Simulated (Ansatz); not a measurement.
**AlGaPH (singlet): from Hartree-Fock to the top rungs at a displaced geometry (v1), cc-pVDZ**

An exercise on one series of results from a longer session: the logs are not shown, and one member is left open.

Method: cc-pVDZ, core rule «outside noble gas», up to 24 orbitals frozen; program: Ansatz 0.2.0, Gaussian basis.

The runs, in order: UHF; CCSD(T) on RHF; BCCD(T) on RHF; CISD; CCSDT(Q) on RHF; CASSCF and MRCISD+Q, 8 electrons in 8 orbitals; CASSCF and NEVPT2, 8 electrons in 8 orbitals.

23 further runs of the same task are left out: 15 that didn't finish, 8 set aside as unsound or not needed.

## What is computed

The geometry is a PBE0/def2-TZVP stationary point (not a proven minimum) with its atoms shifted at random (size 0.040 Å). No spin-orbit coupling is included. The filled d shell of Ga may be among the frozen orbitals whatever the setting's name suggests; the logs give the count.

4 atoms, charge 0, spin multiplicity 1.

Atoms are counted from 1 here; the program's logs count them from 0.

Bond lengths: Ga1–P3 2.392 Å, Al2–P3 2.036 Å, Al2–H4 1.586 Å. Angles: P3–Al2–H4 176.4°, Ga1–P3–Al2 96.3°.

The first run:

Contents of in.yaml:

```yaml
crystal:
  periodic: [false, false, false]
  atoms:
    - {symbol: Ga, position_ang: [-0.010733, 0.223375, 1.211964]}
    - {symbol: Al, position_ang: [-0.011567, 0.555085, -2.077462]}
    - {symbol: P, position_ang: [0.036397, -1.042850, -0.816465]}
    - {symbol: H, position_ang: [-0.066380, 1.735816, -3.134737]}
basis:
  gaussian: {orbitals: cc-pVDZ}
magnetization: {spin_polarized: true, initial_magnetization: 0}
hamiltonian: {xc: hf}
output: {orbitals: {seedname: orbitals}}
```

Command:

```bash
$ ansatz run in.yaml --threads 1 --pin off --events-out ev --progress --plain --max-ram 2393MiB
```

Steps of the session up to this table: UHF; CCSD(T) on RHF; BCCD(T) on RHF; CISD; CCSDT(Q) on RHF; CASSCF and MRCISD+Q, 8 electrons in 8 orbitals; CASSCF and NEVPT2, 8 electrons in 8 orbitals.

One table of the session follows, with a row left open; its other results are not shown here.

| method | from RCCSDT(Q) (kJ/mol) |
| --- | --- |
| RHF | +699.8 |
| RMP2 | +119.0 |
| RCCSD | ? |
| RCCSD(T) | +6.4 |
| BCCD(T) | +6.2 |
| RCCSDT | +3.4 |
| RCCSDT(Q) | 0 |
| CASSCF frontier | +510.8 |
| MRCISD frontier | +64.9 |
| MRCISD+Q frontier | +8.1 |

**Question.** Estimate the row for RCCSD.

**Answer.** from RCCSDT(Q) (kJ/mol): +40.2. In the column «from RCCSDT(Q) (kJ/mol)» it lies between MRCISD+Q frontier (+8.1) and MRCISD frontier (+64.9).

Not comparable, so not listed: CISD; CASSCF and NEVPT2, 8 electrons in 8 orbitals (they don't share determinant, frozen orbitals or solution with the rows shown, or repeat one).

To keep in mind: Warnings in the runs' records: passed over end.
